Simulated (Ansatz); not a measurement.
The system is MoSe.

```
Mo Se
1.0
     3.47067    0.00000    0.00000
    -1.73533    3.00569    0.00000
     0.00000    0.00000    4.37280
Mo Se
1 1
Direct
  0.66667 0.33333 0.02544
  0.33333 0.66667 0.11843
```

The cell was built by a generator and needn't be a form met in nature.

```yaml
Program: Ansatz 0.2.0
Task: relaxation of cell and atoms
Functional: PBEsol
Dispersion: D3(BJ)
Potentials_or_basis: Ansatz PAW
Cutoff: "420 eV (not typed: the program's choice for these potentials)"
k_mesh: 9 × 9 × 6
Occupations: fermi-dirac, width 0.05 eV
Spin: no spin polarisation
```

At the start: volume 22.81 Å³/atom.

**Question.** How do energy, volume and symmetry change on relaxing?

**Answer.** It ends after 17 steps and the volume is 15.45 Å³/atom (-32.3 %); space group P-6m2 (No. 187, to 0.05 Å).

Step by step:
```
step  energy change (eV)  largest force (eV/Å)  volume (Å³)
   1              0.0000                5.9402        45.62
   2             -3.0102                4.2044        49.92
   3             -4.1424                1.4604        50.64
   4             -4.7413                0.6866        46.62
   5             -5.3329                0.5633        42.13
   6             -5.7262                0.8975        37.95
   7             -6.2915                0.7321        34.12
   8             -6.3054                1.4531        30.37
   9             -6.4390                0.0175        31.66
  10             -6.4445                0.0144        31.54
  11             -6.4509                0.0595        31.67
  12             -6.4701                0.0649        31.70
  13             -6.4794                0.0573        31.32
  14             -6.4826                0.0011        30.71
  15             -6.4837                0.0001        30.89
  16             -6.4837                0.0001        30.90
  17             -6.4821                0.0001        30.90
```

Final structure:
```xyz
2
Lattice="3.1341 0.0000 0.0000 -1.5671 2.7142 0.0000 0.0000 0.0000 3.6321" Properties=species:S:1:pos:R:3 pbc="T T T"
Mo    1.5671    0.9047   -0.6468
Se    0.0000    1.8095    1.1693
```

Caveat: the volume moved by over 15 % at a fixed basis, so the end points are rough; the plane-wave basis is chosen anew once the cell has moved, so the energies of steps on either side of that aren't comparable; the PAW data sets come from PBE, with cores solved anew for the run's functional, which leaves a small shift of forces and pressure.
